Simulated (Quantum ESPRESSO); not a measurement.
Crystal: Be2Te.

```
Be Te
1.0
     3.65917    0.00000    0.00000
    -1.82959    3.16894    0.00000
     0.00000    0.00000    4.17516
Be Te
2 1
Direct
  0.33333 0.66667 0.64146
  0.66667 0.33333 0.35854
  0.00000 0.00000 0.00000
```

The cell was built by a generator and needn't be a form met in nature.

- Program: Quantum ESPRESSO 7.5
- Task: phonon dispersion
- Functional: PBEsol
- Potentials or basis: GBRV 1.5 PBEsol
- Cutoff: 612 eV
- Density cutoff: 4898 eV
- k mesh: 6 × 6 × 6
- Occupations: cold, width 0.2 eV
- Spin: no spin polarisation
- Mixing beta: 0.5
- Most SCF iterations: 120
- SCF threshold: 6e-10 Ry
- q mesh: 2 × 2 × 2

The cell and the atoms were relaxed first, to 15.77 Å³/atom (a = 3.615 Å, b = 3.615 Å, c = 4.181 Å, α = 90.00°, β = 90.00°, γ = 120.00°), and the response was taken there.

Is this structure dynamically stable at this level, and how far does the spectrum reach?

No: the interpolated spectrum has imaginary modes, down to 43i cm⁻¹ near q = (0.18, 0.18, 0.50). The highest frequency is 386 cm⁻¹.

Phonon frequencies at the corners of the path (cm⁻¹, interpolated; i marks imaginary ones):
```csv
point,frequencies
Γ,0 0 0 151 176 176 312 312 369
M,33 39 102 195 215 269 327 340 367
K,40 77 77 193 244 244 347 347 360
A,34 34 58 224 224 307 335 345 345
L,40i 27 120 140 158 168 332 336 386
H,54 103 103 123 123 173 330 356 356
```

Phonon states per cell in windows of 20 cm⁻¹ (negative: imaginary):
| from (cm⁻¹) | total | Be | Te |
| --- | --- | --- | --- |
| -60 | 0.00 | 0.00 | 0.00 |
| -40 | 0.13 | 0.03 | 0.11 |
| -20 | 0.14 | 0.02 | 0.11 |
| 0 | 0.22 | 0.03 | 0.19 |
| 20 | 0.69 | 0.07 | 0.62 |
| 40 | 0.73 | 0.06 | 0.67 |
| 60 | 0.25 | 0.02 | 0.24 |
| 80 | 0.53 | 0.07 | 0.46 |
| 100 | 0.30 | 0.05 | 0.25 |
| 120 | 0.05 | 0.04 | 0.01 |
| 140 | 0.18 | 0.15 | 0.03 |
| 160 | 0.63 | 0.55 | 0.09 |
| 180 | 1.03 | 0.91 | 0.12 |
| 200 | 0.49 | 0.46 | 0.04 |
| 220 | 0.34 | 0.32 | 0.02 |
| 240 | 0.23 | 0.22 | 0.01 |
| 260 | 0.04 | 0.04 | 0.00 |
| 280 | 0.02 | 0.02 | 0.00 |
| 300 | 0.10 | 0.10 | 0.00 |
| 320 | 1.20 | 1.18 | 0.02 |
| 340 | 0.99 | 0.98 | 0.01 |
| 360 | 0.68 | 0.68 | 0.00 |
| 380 | 0.02 | 0.02 | 0.00 |

A q mesh this small can miss soft modes between its points.

Caveat: the k mesh is coarse; the mesh is thin for the phonons of a metal; some modes are imaginary; the layers were relaxed without a dispersion term, so their spacing and the soft interlayer modes are unreliable; the q mesh is small, so phonon branches between its points and thermal values are rough.
